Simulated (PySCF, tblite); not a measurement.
# C4H8FNSi2: geometry, infrared bands and NMR shifts

What infrared bands and NMR shifts should C4H8FNSi2 (`N#C[Si@@H]1CCC[Si@H]1F`) show?

Computed with tblite 0.8.0 and PySCF 2.14.0, with density-fitted response routines of our own, on a single molecule in the gas phase. Atoms are numbered from 0 throughout.

## (1) The starting structure

16 atoms, charge 0, multiplicity 1; geometry from: force field or distance geometry start.

Bonds of the start (Å): N0–C1 1.17, C1–Si2 1.85, Si2–C3 1.92, C3–C4 1.53, C4–C5 1.54, C5–Si6 1.91, Si6–F7 1.61, Si6–Si2 2.34, Si2–H8 1.49, C3–H9 1.11, C3–H10 1.10, C4–H11 1.10, C4–H12 1.09, C5–H13 1.09, C5–H14 1.09, Si6–H15 1.47.

## (2) Geometry optimisation with GFN2-xTB

Job settings and geometry (Å):

```
{"job": {"kind": "relax", "xc": "GFN2-xTB", "basis": "xTB"}, "charge": 0, "multiplicity": 1}
N      3.473700    -1.415600    -0.621600
C      2.623400    -0.852300    -0.049200
Si     1.277400     0.017100     0.885300
C     -0.347700    -1.000900     0.946000
C     -1.159000    -0.823100    -0.335500
C     -1.339200     0.676600    -0.659400
Si     0.341500     1.582300    -0.578200
F      0.120100     3.016200     0.108800
H      1.642900     0.538000     2.232200
H     -0.940500    -0.666200     1.817100
H     -0.113300    -2.067700     1.109300
H     -2.142700    -1.302700    -0.240700
H     -0.650100    -1.317200    -1.167600
H     -2.005500     1.128200     0.076400
H     -1.786800     0.818100    -1.644300
H      0.997900     1.678100    -1.890200
```

The run is started by

```
$ OMP_NUM_THREADS=1 python probes_run.py task.json out
```

One launch serves the whole session: the jobs run in the order shown.

**Question.** This job is followed by: GFN2-xTB harmonic vibrations, gas phase; GIAO PBE0/pcSseg-1 NMR shielding, non-relativistic, gas phase. What will the session give for the following? strongest single infrared mode (GFN2-xTB); zero-point energy (GFN2-xTB); 13C shifts against TMS (PBE0/pcSseg-1); 1H shifts against TMS (PBE0/pcSseg-1); 15N shifts against NH3 (PBE0/pcSseg-1); 29Si shifts against TMS (PBE0/pcSseg-1); 19F shifts against CFCl3 (PBE0/pcSseg-1).

The runs gave:

| quantity | value |
| --- | --- |
| strongest single infrared mode (GFN2-xTB) | 522 cm⁻¹, 318 km/mol |
| zero-point energy (GFN2-xTB) | 69.7 kcal/mol |
| 13C shifts against TMS (PBE0/pcSseg-1) | 123.5, 23.4, 23.0, 18.7 ppm |
| 1H shifts against TMS (PBE0/pcSseg-1) | 5.89, 4.49, 2.43, 1.88, 1.73, 1.21, 0.98, 0.95 ppm |
| 15N shifts against NH3 (PBE0/pcSseg-1) | 368.0 ppm |
| 29Si shifts against TMS (PBE0/pcSseg-1) | 37.1, -76.3 ppm |
| 19F shifts against CFCl3 (PBE0/pcSseg-1) | -229.5 ppm |

Relaxing lowered the energy by 0.219 eV in 49 steps; the close pair that moved most is Si2–Si6, from 2.338 to 2.310 Å. No mode is imaginary among the 42: a minimum at this level. The strongest single mode, at 522 cm⁻¹, moves mainly H8 and H15. Unscaled tight-binding wavenumbers are off by several per cent, some by more. Its intensities can rank the bands wrongly. The most deshielded carbon is C1 (nitrile carbon), at 123.5 ppm: typical of a nitrile. At PBE0/pcSseg-1: The largest span, 601 ppm, is at N0, where the paramagnetic term is -438 ppm.
